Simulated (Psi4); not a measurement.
# SiCNClF2 (SMILES N#C[Si](F)(F)Cl): OMP2/cc-pVDZ (density fitting for correlation)

What is the energy change on altering one bond length of SiCNClF2 at OMP2/cc-pVDZ (density fitting for correlation)? 

Program for the calculation: Psi4 1.11.

6 further runs of the same task are left out: 2 that didn't finish, 4 set aside as unsound or not needed.

**1. The structure to begin with**

SiCNClF2 has 6 atoms, charge 0, and is taken as a singlet. As SMILES, `N#C[Si](F)(F)Cl`. Geometry: relaxed at PBE0-D4/def2-TZVP.

Bond lengths: N1–C2 1.150 Å, C2–Si3 1.827 Å, Si3–F4 1.567 Å, Si3–F5 1.567 Å, Si3–Cl6 1.998 Å. Angles: N1–C2–Si3 179.1°, C2–Si3–F4 108.2°, C2–Si3–F5 108.2°, C2–Si3–Cl6 110.3°, F4–Si3–F5 108.8°, F4–Si3–Cl6 110.6°, F5–Si3–Cl6 110.6°.

**2. The energy at OMP2/cc-pVDZ (density fitting for correlation)**

Contents of calc.py:

```python
import psi4

psi4.set_memory(2200000000)
psi4.set_num_threads(1)
psi4.core.set_output_file('psi4.out', False)

molecule = psi4.geometry("""
0 1
N      3.63847868    -2.06395887     2.03599093
C      1.94660688    -1.15141013     1.02045211
Si    -0.74530798     0.33391461    -0.54858749
F     -2.81172350    -1.73911495    -0.99720848
F      0.16554001     1.35909103    -3.17285016
Cl    -2.11441456     3.14053585     1.57489775
units bohr
symmetry c1
""")

psi4.set_options({
    'reference': 'rhf',
    'puream': True,
    'e_convergence': 1e-09,
    'd_convergence': 1e-08,
    'scf_type': 'pk',
    'num_frozen_docc': 14,
})

result = psi4.energy("omp2/cc-pVDZ", molecule=molecule)
print(f'total energy {result:.8f} hartree = {result * 27.211386:.5f} eV')
for k, v in sorted(psi4.core.scalar_variables().items()):
    print(f'{k:45s} {v:18.10f}')
```

Run with:

```sh
$ python calc.py
```

psi4.out (excerpt; [...] marks lines left out):

```text
[...]
  Running in c1 symmetry.
[...]
  Nuclear repulsion =  351.977763021774024
[...]
  Multiplicity = 1
[...]
  Nalpha       = 31
  Nbeta        = 31
[...]
    Number of basis functions: 92
[...]
   @RHF iter   1: -1039.70843872469754   -1.03069e+00   5.23543e-03 ADIIS/DIIS
[...]
   @RHF iter  13: -1039.81134173962869   -7.04858e-12   5.46345e-09 DIIS
[...]
    Orbital Energies [Eh]
    ---------------------
    Doubly Occupied:
       1A   -104.880720     2A    -68.982218     3A    -26.353566
       4A    -26.353525     5A    -15.631704     6A    -11.296394
       7A    -10.610538     8A     -8.077674     9A     -8.074797
      10A     -8.074782    11A     -6.317413    12A     -4.426382
      13A     -4.425524    14A     -4.424148    15A     -1.671049
      16A     -1.649728    17A     -1.260566    18A     -1.163350
      19A     -0.871613    20A     -0.782222    21A     -0.769456
      22A     -0.745214    23A     -0.712695    24A     -0.702279
      25A     -0.693730    26A     -0.617695    27A     -0.583350
      28A     -0.534780    29A     -0.528116    30A     -0.512194
      31A     -0.505017
[...]
  @RHF Final Energy: -1039.81134173962869
   => Energetics <=
    Nuclear Repulsion Energy =            351.9777630217740239
    One-Electron Energy =               -2139.1133319728937749
    Two-Electron Energy =                 747.3242272114910065
    Total Energy =                      -1039.8113417396286877
[...]
 Multipole Moments:
 ------------------------------------------------------------------------------------
     Multipole            Electronic (a.u.)      Nuclear  (a.u.)        Total (a.u.)
 ------------------------------------------------------------------------------------
 L = 1.  Multiply by 2.5417464519 to convert [e a0] to [Debye]
 Dipole X            :         -2.0617358            1.5101730           -0.5515628
 Dipole Y            :          0.9926378           -0.5214814            0.4711564
 Dipole Z            :         -1.4083773            1.3238881           -0.0844892
 Magnitude           :                                                    0.7303070
[...]
	Warning: cc_lambda option is changed to TRUE
	For this residual convergence, default PCG convergence is:     1.00e-07
[...]
	DF-MP2 Total Energy (a.u.)         : -1040.67774933017768
[...]
	DF-MP2 Total Energy (a.u.)         : -1040.68930301069008
[...]
	DF-OMP2 Total Energy (a.u.)        : -1040.68930301069304
[...]
```

On the terminal:

```text
total energy -1040.68930301 hartree = -28318.59833 eV
CURRENT CORRELATION ENERGY                         -0.8779612711
CURRENT ENERGY                                  -1040.6893030107
CURRENT REFERENCE ENERGY                        -1039.8113417396
DD SOLVATION ENERGY                                 0.0000000000
HF KINETIC ENERGY                                1039.7793454354
HF POTENTIAL ENERGY                             -2079.5906871751
HF TOTAL ENERGY                                 -1039.8113417396
HF VIRIAL RATIO                                     2.0000307722
MP2 CORRELATION ENERGY                             -0.8664075905
MP2 DOUBLES ENERGY                                 -0.8664075905
MP2 SINGLES ENERGY                                  0.0000000000
MP2 TOTAL ENERGY                                -1040.6777493302
NUCLEAR REPULSION ENERGY                          351.9777630218
OMP2 CORRELATION ENERGY                            -0.8779612711
OMP2 REFERENCE CORRECTION ENERGY                    0.0133478995
OMP2 TOTAL ENERGY                               -1040.6893030107
ONE-ELECTRON ENERGY                             -2139.1133319729
PCM POLARIZATION ENERGY                             0.0000000000
PE ENERGY                                           0.0000000000
SCF ITERATION ENERGY                            -1039.8113417396
SCF ITERATIONS                                     13.0000000000
SCF TOTAL ENERGY                                -1039.8113417396
SCS(N)-MP2 CORRELATION ENERGY                    1039.8113417396
SCS(N)-MP2 TOTAL ENERGY                             0.0000000000
SCS(N)-OMP2 CORRELATION ENERGY                   1039.8113417396
SCS(N)-OMP2 TOTAL ENERGY                            0.0000000000
SCS-MP2 CORRELATION ENERGY                       1039.8113417396
SCS-MP2 TOTAL ENERGY                                0.0000000000
SCS-OMP2 CORRELATION ENERGY                      1039.8113417396
SCS-OMP2 TOTAL ENERGY                               0.0000000000
SOS-MP2 CORRELATION ENERGY                       1039.8113417396
SOS-MP2 TOTAL ENERGY                                0.0000000000
SOS-OMP2 CORRELATION ENERGY                      1039.8113417396
SOS-OMP2 TOTAL ENERGY                               0.0000000000
TWO-ELECTRON ENERGY                               747.3242272115
```

It took 28 s on 1 thread of Intel Xeon 6975P-C (Granite Rapids), shared host; peak memory 0.41 GiB.

**3. The distorted shape at the same level**

Contents of cclf2nsi.inp:

```
memory 2200 MB

molecule m {
  N      2.90979273    -2.88410946     4.13542374
  C      1.21792093    -1.97156071     3.11988492
  Si    -1.47399394    -0.48623598     1.55084532
  F     -3.54040945    -2.55926554     1.10222434
  F      0.16554001     1.35909103    -3.17285016
  Cl    -2.84310051     2.32038526     3.67433056
  units bohr
  symmetry c1
}

set globals {
  basis           cc-pVDZ
  reference       rhf
  puream          true
  e_convergence   1e-09
  d_convergence   1e-08
  scf_type        pk
  num_frozen_docc 14
}

result = energy("omp2")
```

Run with:

```sh
$ psi4 cclf2nsi.inp cclf2nsi.out -n 1
```

cclf2nsi.out (excerpt; [...] marks lines left out):

```text
[...]
  Running in c1 symmetry.
[...]
  Nuclear repulsion =  316.171380593553465
[...]
  Multiplicity = 1
[...]
  Nalpha       = 31
  Nbeta        = 31
[...]
    Number of basis functions: 92
[...]
   @RHF iter   1: -1039.36083160822091   -1.28292e+00   7.14672e-03 ADIIS/DIIS
[...]
   @RHF iter  15: -1039.58172042838669   -1.81899e-11   8.52505e-09 DIIS
[...]
    Orbital Energies [Eh]
    ---------------------
    Doubly Occupied:
       1A   -104.933134     2A    -69.060563     3A    -26.406411
       4A    -26.174573     5A    -15.674454     6A    -11.340208
       7A    -10.661618     8A     -8.128712     9A     -8.125620
      10A     -8.125513    11A     -6.388508    12A     -4.496961
      13A     -4.495504    14A     -4.494850    15A     -1.708264
      16A     -1.389153    17A     -1.298615    18A     -1.208049
      19A     -0.897533    20A     -0.806037    21A     -0.771192
      22A     -0.761636    23A     -0.669755    24A     -0.624947
      25A     -0.581337    26A     -0.572987    27A     -0.548998
      28A     -0.543133    29A     -0.501462    30A     -0.501223
      31A     -0.436574
[...]
  @RHF Final Energy: -1039.58172042838669
   => Energetics <=
    Nuclear Repulsion Energy =            316.1713805935534651
    One-Electron Energy =               -2066.8511529894394698
    Two-Electron Energy =                 711.0980519674991456
    Total Energy =                      -1039.5817204283866886
[...]
 Multipole Moments:
 ------------------------------------------------------------------------------------
     Multipole            Electronic (a.u.)      Nuclear  (a.u.)        Total (a.u.)
 ------------------------------------------------------------------------------------
 L = 1.  Multiply by 2.5417464519 to convert [e a0] to [Debye]
 Dipole X            :         -2.3848385            1.3070290           -1.0778095
 Dipole Y            :          0.5791691           -0.7501240           -0.1709549
 Dipole Z            :          0.0280337            1.9091705            1.9372042
 Magnitude           :                                                    2.2234340
[...]
	Warning: cc_lambda option is changed to TRUE
	For this residual convergence, default PCG convergence is:     1.00e-07
[...]
	DF-MP2 Total Energy (a.u.)         : -1040.48114564534671
[...]
	DF-MP2 Total Energy (a.u.)         : -1040.50424633420334
[...]
	DF-OMP2 Total Energy (a.u.)        : -1040.50424633409602
[...]
```

Wall time 26 s (1 thread of Intel Xeon 6975P-C (Granite Rapids), shared host); peak memory 0.4 GiB.

**4. Outcome**

Level: OMP2/cc-pVDZ (density fitting for correlation), 14 core orbitals frozen.

| quantity | value |
| --- | --- |
| first shape: total energy | -1040.68930 Eh |
| first shape: HOMO energy (Hartree–Fock orbitals) | -13.74 eV |
| first shape: LUMO energy (Hartree–Fock orbitals) | 2.67 eV |
| first shape: HOMO–LUMO gap (Hartree–Fock orbitals) | 16.41 eV |
| first shape: correlation energy (14 core orbitals frozen) | -878.0 mEh |
| distorted shape: total energy | -1040.50425 Eh |
| distorted shape: HOMO energy (Hartree–Fock orbitals) | -11.88 eV |
| distorted shape: LUMO energy (Hartree–Fock orbitals) | -1.79 eV |
| distorted shape: HOMO–LUMO gap (Hartree–Fock orbitals) | 10.09 eV |
| distorted shape: correlation energy (14 core orbitals frozen) | -922.5 mEh |
| energy change with the Si3–F5 bond stretched from 1.567 to 2.820 Å | 5.036 eV |

**Reading.** One bond (distorted shape) is far stretched, which a spin-restricted single reference describes badly; perturbation theory on it can break down and give far too much correlation. With the Si3–F5 bond stretched from 1.567 to 2.820 Å the energy rises by 5.04 eV (486 kJ/mol). The first shape isn't relaxed at this level, so the change isn't measured from a minimum. A restricted reference can't describe the breaking bond well at this length.
